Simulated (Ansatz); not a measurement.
**BeBr+ (triplet): the correlation ladder at distance Br1–Be2 = 6.151 Å, cc-pVDZ**

Aim: climb from Hartree-Fock through coupled cluster and multireference methods for BeBr+ (triplet) at one geometry and basis, and see what each rung misses.

Computed with Ansatz 0.2.0, Gaussian basis. Level: cc-pVDZ, core rule «outside noble gas», up to 15 orbitals frozen.

The runs, in order: UHF; CCSD(T) on ROHF; CCSD(T) on UHF; BCCD(T) on ROHF; CISD; CCSDT(Q) on ROHF; CCSDT(Q) on UHF; CASSCF and MRCISD+Q, 4 electrons in 4 orbitals; CASSCF and NEVPT2, 4 electrons in 4 orbitals.

39 further runs of the same task are left out: 22 for a known fault of the program, 13 that didn't finish, 4 set aside as unsound or not needed.

### 1 The geometry

The geometry derives from a PBE0/def2-TZVP stationary point (not a proven minimum). One bond is set to the value named and the two fragments are kept rigid. No spin-orbit coupling is included. The filled d shell of Br may be among the frozen orbitals whatever the setting's name suggests; the logs give the count.

2 atoms, charge 1, spin multiplicity 3.

Atoms are counted from 1 here; the program's logs count them from 0.

No contacts short enough for the rule that draws bonds.

### 2 UHF

Contents of in.yaml:

```yaml
crystal:
  periodic: [false, false, false]
  atoms:
    - {symbol: Br, position_ang: [0.000000, 0.000000, 0.000000]}
    - {symbol: Be, position_ang: [0.000000, 0.000000, 6.151000]}
basis:
  gaussian: {orbitals: cc-pVDZ}
total_charge: 1
magnetization: {spin_polarized: true, initial_magnetization: 2}
hamiltonian: {xc: hf}
output: {orbitals: {seedname: orbitals}}
```

Launch:

```console
ansatz run in.yaml --threads 1 --pin off --events-out ev --progress --plain --max-ram 2393MiB
```

After this run come: CCSD(T) on ROHF; CCSD(T) on UHF; BCCD(T) on ROHF; CISD; CCSDT(Q) on ROHF; CCSDT(Q) on UHF; CASSCF and MRCISD+Q, 4 electrons in 4 orbitals; CASSCF and NEVPT2, 4 electrons in 4 orbitals.

**Question.** What will the summary of the whole plan be? Wanted: UCCSDT(Q) below the RHF energy; RMP2 from UCCSDT(Q); UMP2 from UCCSDT(Q); RCCSD from UCCSDT(Q); RCCSD(T) from UCCSDT(Q); UCCSD(T) from UCCSDT(Q); RCCSDT(Q) from UCCSDT(Q); NEVPT2 pair from UCCSDT(Q); MRCISD+Q pair from UCCSDT(Q).

As calculated:

```
                         quantity                                                                                value
   UCCSDT(Q) below the RHF energy                                                                           -3.0284 eV
              RMP2 from UCCSDT(Q)                                                                         +39.0 kJ/mol
              UMP2 from UCCSDT(Q)                                                                         +40.3 kJ/mol
             RCCSD from UCCSDT(Q)                                                                          +3.4 kJ/mol
          RCCSD(T) from UCCSDT(Q)                                                                          +1.0 kJ/mol
          UCCSD(T) from UCCSDT(Q)                                                                          +0.8 kJ/mol
         RCCSDT(Q) from UCCSDT(Q)                                                                          +0.2 kJ/mol
       NEVPT2 pair from UCCSDT(Q)                                                                         +35.1 kJ/mol
     MRCISD+Q pair from UCCSDT(Q)                                                                          -1.6 kJ/mol
levels within 1 kcal/mol (43 meV)  RCCSD, UCCSD, RCCSD(T), UCCSD(T), BCCD(T), RCCSDT, UCCSDT, RCCSDT(Q), MRCISD+Q pair
                    T1 diagnostic                                                                                0.010
```

In words: RCCSD(T) lands +1.0 kJ/mol from the yardstick (0.3 % of the correlation energy). Of the multireference levels listed MRCISD+Q pair comes nearest in total energy (-1.6 kJ/mol), which doesn't show that its space is the better one. These misses are within one basis, not against nature; the frozen cores of restricted and unrestricted runs differ, which can shift their rows.
